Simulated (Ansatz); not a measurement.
# Cl₃GeHSe: small, medium and large basis sets

The task here is to estimate one member of a computed series from the others.

Program: Ansatz 0.2.0, Gaussian basis. Level of theory: one geometry, several basis sets. These are calculated values, not measurements.

Levels to be run: PBE0-D4/def2-SVP; ωB97M-V/def2-SVP; PBE0-D4/def2-QZVPP; ωB97M-V/def2-QZVPP; the functionals' def2-TZVPP values are taken from earlier runs.

### Structure used throughout

The geometry comes from an earlier relaxation with PBE0-D4 in a triple-zeta def2 set; it is a stationary point.

SMILES `[Cl][Ge]([Cl])([Cl])[SeH]`, 6 atoms, charge 0, spin multiplicity 1.

Atoms are counted from 1 here; the program's logs count them from 0.

Bond lengths: Cl1–Ge2 2.131 Å, Ge2–Cl3 2.127 Å, Ge2–Cl4 2.131 Å, Ge2–Se5 2.323 Å, Se5–H6 1.470 Å. Angles: Cl1–Ge2–Cl3 108.8°, Cl1–Ge2–Cl4 106.5°, Cl1–Ge2–Se5 112.7°, Cl3–Ge2–Cl4 108.7°, Cl3–Ge2–Se5 107.3°, Cl4–Ge2–Se5 112.8°, Ge2–Se5–H6 90.7°.

The first run:

The input, in.yaml:

```yaml
crystal:
  periodic: [false, false, false]
  atoms:
    - {symbol: Cl, position_ang: [-0.854261, -1.027354, 1.775305]}
    - {symbol: Ge, position_ang: [0.213771, -0.419155, 0.034212]}
    - {symbol: Cl, position_ang: [2.203450, -1.160980, 0.158524]}
    - {symbol: Cl, position_ang: [-0.757099, -1.339968, -1.624563]}
    - {symbol: Se, position_ang: [0.351229, 1.890876, -0.173405]}
    - {symbol: H, position_ang: [-1.115090, 1.992581, -0.216275]}
basis:
  gaussian: {orbitals: def2-SVP}
hamiltonian: {xc: pbe0, dispersion: d4}
output: {orbitals: {seedname: orbitals}}
```

On the command line:

```sh
> ansatz run in.yaml --threads 4 --pin off --events-out ev --progress --plain --max-ram 10444MiB
```

Among the steps run: PBE0-D4 in def2-SVP; ωB97M-V in def2-SVP; PBE0-D4 in def2-QZVPP; ωB97M-V in def2-QZVPP.

One table of the session follows, with a row left open; its other results are not shown here.

```
functional       basis  HOMO (eV)  LUMO (eV)
   PBE0-D4    def2-SVP      -7.81      -1.96
   PBE0-D4  def2-TZVPP      -7.91      -2.16
   PBE0-D4  def2-QZVPP      -7.93      -2.21
   ωB97M-V    def2-SVP      -9.95       0.16
   ωB97M-V  def2-TZVPP     -10.08      -0.17
   ωB97M-V  def2-QZVPP          ?          ?
```

Q: Estimate the row for ωB97M-V, def2-QZVPP from the others.

As computed: HOMO (eV): -10.11; LUMO (eV): -0.26. In the column «HOMO (eV)» it is the lowest.
